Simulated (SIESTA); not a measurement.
The system is InSb3.

```xyz
4
Lattice="0.0000 3.7946 3.7946 3.7946 0.0000 3.7946 3.7946 3.7946 0.0000" Properties=species:S:1:pos:R:3 pbc="T T T"
Sb    3.7946    3.7946    3.7946
Sb    5.6918    5.6918    5.6918
Sb    1.8973    1.8973    1.8973
In    0.0000    0.0000    0.0000
```

The cell comes from a database or a generator and needn't be the stable form of this composition.

| Property | Result |
| --- | --- |
| Program | SIESTA 5.4.2 |
| Task | relaxation of cell and atoms |
| Functional | PBEsol |
| Potentials or basis | PseudoDojo 0.4 standard (PBEsol files) |
| Basis | DZP (energy shift 0.003 Ry; two zetas on semicore shells) |
| Grid cutoff | 750 Ry |
| Energy shift | 0.003 Ry |
| k mesh | 4 × 4 × 4 |
| Occupations | fermi-dirac, width 0.05 eV |
| Spin | no spin polarisation |

At the start: pressure -2.9 GPa; volume 27.32 Å³/atom.

Task: Where does the relaxation end?

Result: Over 8 steps the energy falls by 15.2 meV/atom and the volume is 25.92 Å³/atom (-5.1 %); space group Fm-3m (No. 225, to 0.05 Å).

Step by step:
```
step  energy change (eV)  largest force (eV/Å)  pressure (GPa)  volume (Å³)
   1              0.0000                0.0000           -2.86       109.27
   2             -0.0094                0.0000           -2.63       108.75
   3             -0.0610                0.0002            0.23       103.26
   4             -0.0605                0.0001           -0.08       103.77
   5             -0.0609                0.0003            0.09       103.50
   6             -0.0609                0.0003            0.09       103.49
   7             -0.0606                0.0002           -0.05       103.73
   8             -0.0607                0.0006           -0.02       103.68
```

Final structure:
```
Sb In
1.0
    -0.00049    3.72841    3.72841
     3.72841   -0.00049    3.72841
     3.72841    3.72841   -0.00049
Sb In
3 1
Direct
  0.50000 0.50000 0.50000
  0.74998 0.74998 0.74998
  0.25002 0.25002 0.25002
  0.00000 0.00000 0.00000
```

Caveat: the basis of atomic orbitals isn't converged, which shifts pressures, moduli and gaps.
